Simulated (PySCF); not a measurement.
# InO+: bond curves at several levels of theory

One table from this session's results is given with a row withheld; the runs are named, their logs left out.

Method: In def2-SVPD with ECP28, O def2-SVPD, scalar-relativistic core potentials; program: PySCF 2.14.0.

Set-up of the first run:

Settings of the job:

| Property | Result |
| --- | --- |
| atoms | In, O |
| charge | 1 |
| basis | In def2-SVPD with ECP28, O def2-SVPD |
| Hamiltonian | scalar-relativistic core potentials |
| basis functions | 55 |
| electrons treated | 28 |
| masses in u | 114.9039, 15.9949 |
| levels | PBE0, PBE, r²SCAN, BP86, B2PLYP, r²SCANh, CAM-B3LYP, HF, MP2, SCS-MP2, CCSD, CCSD(T) |
| grid | 80 radial by 434 angular points |
| occupations | held fixed by the projection of orbital angular momentum |
| dissociation limit | In+ + O, each in its ground configuration |
| starting distance in angstrom | 2.090 |
| values of 2S to try | 0, 2 |

Run with:

```bash
> OMP_NUM_THREADS=1 python dia.py task.json out
```

Among the steps run: Set-up; The PBE0 curve of the state that the search chose; Excited determinants; PBE; r²SCAN (meta-GGA); BP86; B2PLYP (double hybrid); r²SCANh (hybrid meta-GGA); CAM-B3LYP (range-separated hybrid); UHF (mean field); Adding correlation.

One of the session's tables, all rows but one given; the rest of the session is left out.

Energy (eV) from each level's lowest point:

| R (Å) | UHF | UHF-MP2 | UHF-SCS-MP2 | UHF-CCSD | UHF-CCSD(T) |
| --- | --- | --- | --- | --- | --- |
| 2.564 | 0.217 | 0.145 | 0.157 | n/a | n/a |
| 2.684 | 0.124 | 0.069 | 0.077 | 0.071 | 0.064 |
| 2.803 | 0.065 | 0.026 | 0.032 | 0.028 | 0.023 |
| 2.893 | 0.037 | 0.010 | 0.013 | 0.011 | 0.008 |
| 2.982 | ? | ? | ? | ? | ? |
| 3.071 | 0.008 | 0.000 | 0.000 | 0.000 | 0.000 |
| 3.191 | 0.001 | 0.004 | 0.003 | 0.004 | 0.006 |
| 3.340 | 0.000 | 0.016 | 0.013 | 0.015 | 0.019 |
| 3.519 | 0.006 | 0.035 | 0.030 | 0.034 | 0.039 |
| 3.757 | 0.020 | 0.061 | 0.054 | n/a | n/a |

**Question.** Estimate the row for R (Å) = 2.982.

Worked estimate for «UHF». A straight line through the neighbours (2.893, 0.037) and (3.071, 0.008) gives 0.037 + (0.008 − 0.037) × (2.982 − 2.893) / (3.071 − 2.893) = 0.022; a parabola fitted to 4 rows on both sides gives 0.019.

The run gave: UHF: 0.019; UHF-MP2: 0.002; UHF-SCS-MP2: 0.003; UHF-CCSD: 0.002; UHF-CCSD(T): 0.001. In «UHF» the line misses by +0.003 and the parabola by 0.000.

Caveats from the session: The bond is weak, and basis-set superposition, which was not computed, may be a sizeable part of it.
